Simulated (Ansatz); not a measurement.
**C3H8BNSi: small, medium and large basis sets**

One table from this session's results is given with a row withheld; the runs are named, their logs left out.

Program: Ansatz 0.2.0, Gaussian basis. Level of theory: one geometry, several basis sets. These are calculated values, not measurements.

The runs, in order: PBE0-D4/def2-SVP; ωB97M-V/def2-SVP; PBE0-D4/def2-QZVPP; ωB97M-V/def2-QZVPP; the functionals' def2-TZVPP values are taken from earlier runs.

**The geometry**

All runs share one geometry, relaxed beforehand with PBE0-D4 in a triple-zeta def2 set.

SMILES `BC(C)([SiH3])C#N`, 14 atoms, charge 0, spin multiplicity 1.

Atoms are counted from 1 here; the program's logs count them from 0.

Bond lengths: B1–C2 1.542 Å, B1–H7 1.193 Å, B1–H8 1.196 Å, C2–C3 1.538 Å, C2–Si4 1.947 Å, C2–C5 1.445 Å, C3–H9 1.091 Å, C3–H10 1.091 Å, C3–H11 1.092 Å, Si4–H12 1.484 Å, Si4–H13 1.480 Å, Si4–H14 1.481 Å, C5–N6 1.152 Å. Angles: C2–B1–H7 120.7°, C2–B1–H8 118.3°, H7–B1–H8 120.7°, B1–C2–C3 117.8°, B1–C2–Si4 98.1°, B1–C2–C5 114.9°, C3–C2–Si4 106.8°, C3–C2–C5 112.6°, Si4–C2–C5 104.0°, C2–C3–H9 110.1°, C2–C3–H10 110.0°, C2–C3–H11 112.0°, H9–C3–H10 108.0°, H9–C3–H11 107.8°, H10–C3–H11 108.8°, C2–Si4–H12 108.4°, C2–Si4–H13 111.1°, C2–Si4–H14 104.9° and more.

Set-up of the first run:

in.yaml reads:

```yaml
crystal:
  periodic: [false, false, false]
  atoms:
    - {symbol: B, position_ang: [-1.641997, 0.088765, -0.066049]}
    - {symbol: C, position_ang: [-0.136412, 0.390771, 0.078160]}
    - {symbol: C, position_ang: [0.643442, 0.774427, -1.190364]}
    - {symbol: Si, position_ang: [0.454791, -1.394303, 0.584687]}
    - {symbol: C, position_ang: [0.212856, 1.210682, 1.215113]}
    - {symbol: N, position_ang: [0.510003, 1.860925, 2.118989]}
    - {symbol: H, position_ang: [-2.370813, 0.160211, 0.875111]}
    - {symbol: H, position_ang: [-2.041960, -0.310872, -1.119781]}
    - {symbol: H, position_ang: [0.386408, 1.789965, -1.496529]}
    - {symbol: H, position_ang: [0.383165, 0.099327, -2.007308]}
    - {symbol: H, position_ang: [1.723323, 0.736556, -1.032958]}
    - {symbol: H, position_ang: [0.160887, -2.320519, -0.536606]}
    - {symbol: H, position_ang: [-0.214626, -1.844793, 1.825912]}
    - {symbol: H, position_ang: [1.917835, -1.270339, 0.780523]}
basis:
  gaussian: {orbitals: def2-SVP}
hamiltonian: {xc: pbe0, dispersion: d4}
output: {orbitals: {seedname: orbitals}}
```

On the command line:

```
ansatz run in.yaml --threads 4 --pin off --events-out ev --progress --plain --max-ram 10444MiB
```

Among the steps run: PBE0-D4 in def2-SVP; ωB97M-V in def2-SVP; PBE0-D4 in def2-QZVPP; ωB97M-V in def2-QZVPP.

One table of the session follows, with a row left open; its other results are not shown here.

It belongs to the step «Functionals by basis». 

| functional | basis | HOMO (eV) | LUMO (eV) |
| --- | --- | --- | --- |
| PBE0-D4 | def2-SVP | -8.40 | -1.98 |
| PBE0-D4 | def2-TZVPP | -8.44 | -2.10 |
| PBE0-D4 | def2-QZVPP | ? | ? |
| ωB97M-V | def2-SVP | -10.54 | 0.03 |
| ωB97M-V | def2-TZVPP | -10.62 | -0.19 |
| ωB97M-V | def2-QZVPP | -10.63 | -0.25 |

**Question.** Estimate the row for PBE0-D4, def2-QZVPP.

The run gave: HOMO (eV): -8.45; LUMO (eV): -2.11. In the column «HOMO (eV)» it lies between ωB97M-V, def2-SVP (-10.54) and PBE0-D4, def2-TZVPP (-8.44).
